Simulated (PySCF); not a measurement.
**Ways to converge the SCF of Sn2 (triplet)**

Aim: find out which solver settings change the answer for Sn2 (triplet).

Method: method and basis as typed in the scripts; program: PySCF 2.14.0.

2 further runs of the same task are left out: 2 that didn't finish.

## Step 1: Starting geometry

Sn2 (triplet): 2 atoms, charge 0, spin multiplicity 3.

Bond lengths: Sn1–Sn2 2.430 Å.

## Step 2: The run that the others are compared with

input.py reads:

```python
from pyscf import gto, scf

mol = gto.M(
    atom='Sn 0 0 0; Sn 0 0 2.43',
    basis='def2-svp',
    ecp={'Sn': 'def2-svp'},
    charge=0,
    spin=2,
    verbose=4,
)
mf = scf.UHF(mol)
mf.kernel()
mf.nuc_grad_method().kernel()
mf.dip_moment()
print('orbital energies (hartree):', [e[max(0, n-3):n+3].round(4) for e, n in zip(mf.mo_energy, mol.nelec)])
```

The run is started by

```sh
> OMP_NUM_THREADS=1 python input.py
```

Its log is not repeated here.

Base result: E(SCF) = -426.678382 Eh, 10 cycles, ⟨S²⟩ = 2.011, μ = 0.00 D, gradient on the second atom -0.0980 Eh/bohr.

The bond length is a typed value, not an optimised one. The triplet is typed in the script; nothing here shows that it is the ground state.

## Step 3: Level shift 0.1 hartree

Run 1 changes level shift: none → 0.1 hartree.

input.py reads:

```python
from pyscf import gto, scf

mol = gto.M(
    atom='Sn 0 0 0; Sn 0 0 2.43',
    basis='def2-svp',
    ecp={'Sn': 'def2-svp'},
    charge=0,
    spin=2,
    verbose=4,
)
mf = scf.UHF(mol)
mf.level_shift = 0.1
mf.kernel()
mf.nuc_grad_method().kernel()
mf.dip_moment()
print('orbital energies (hartree):', [e[max(0, n-3):n+3].round(4) for e, n in zip(mf.mo_energy, mol.nelec)])
```

The run is started by

```sh
> OMP_NUM_THREADS=1 python input.py
```

## Step 4: Second-order solver on

Run 2 changes second-order solver: off → on.

input.py, as its differences from that of step 2:

```diff
@@ -11,2 +11,3 @@
 mf = scf.UHF(mol)
+mf = mf.newton()
 mf.kernel()
```

## Step 5: Point-group symmetry on

Run 3 changes point-group symmetry: off → on.

input.py, as its differences from that of step 2:

```diff
@@ -8,2 +8,3 @@
     spin=2,
+    symmetry=True,
     verbose=4,
```

## Step 6: Convergence threshold 1e-05 hartree

Run 4 changes convergence threshold: default → 1e-05 hartree.

input.py, as its differences from that of step 2:

```diff
@@ -11,2 +11,3 @@
 mf = scf.UHF(mol)
+mf.conv_tol = 1e-05
 mf.kernel()
```

Before running it: what results should come out? Wanted: for each run, E(SCF); from base; gap, α spin.

The runs gave:

| run | E(SCF) (hartree) | from base (eV) | cycles | gap, α spin (eV) |
| --- | --- | --- | --- | --- |
| base | -426.678382 | 0 | 10 | 7.48 |
| level shift 0.1 hartree | -426.672182 | +0.1687 | 11 | 7.21 |
| second-order solver on | -426.678382 | 0.0000 | 3 macro | 7.48 |
| point-group symmetry on | -426.678382 | 0.0000 | 10 | 7.48 |
| convergence threshold 1e-05 hartree | -426.678382 | 0.0000 | 6 | 7.48 |

Distance from each run's final energy (log10 hartree) by cycle:

| run | cycle 1 | cycle 2 | cycle 3 | cycle 5 | cycle 8 | cycle 12 |
| --- | --- | --- | --- | --- | --- | --- |
| base | -0.1 | -1.2 | -2.9 | -5.3 | -8.8 | done |
| level shift 0.1 hartree | -0.1 | -1.5 | -2.8 | -4.4 | -7.3 | done |
| second-order solver on | -1.9 | -10.4 | < -11 | done | done | done |
| point-group symmetry on | -0.1 | -1.2 | -2.9 | -5.3 | -8.8 | done |
| convergence threshold 1e-05 hartree | -0.1 | -1.2 | -2.9 | -5.4 | done | done |

**Reading.** With second-order solver on or point-group symmetry on or convergence threshold 1e-05 hartree the SCF ends at the base energy. With level shift 0.1 hartree the SCF ends in another solution, 0.17 eV higher: the path to self-consistency decides the state here.
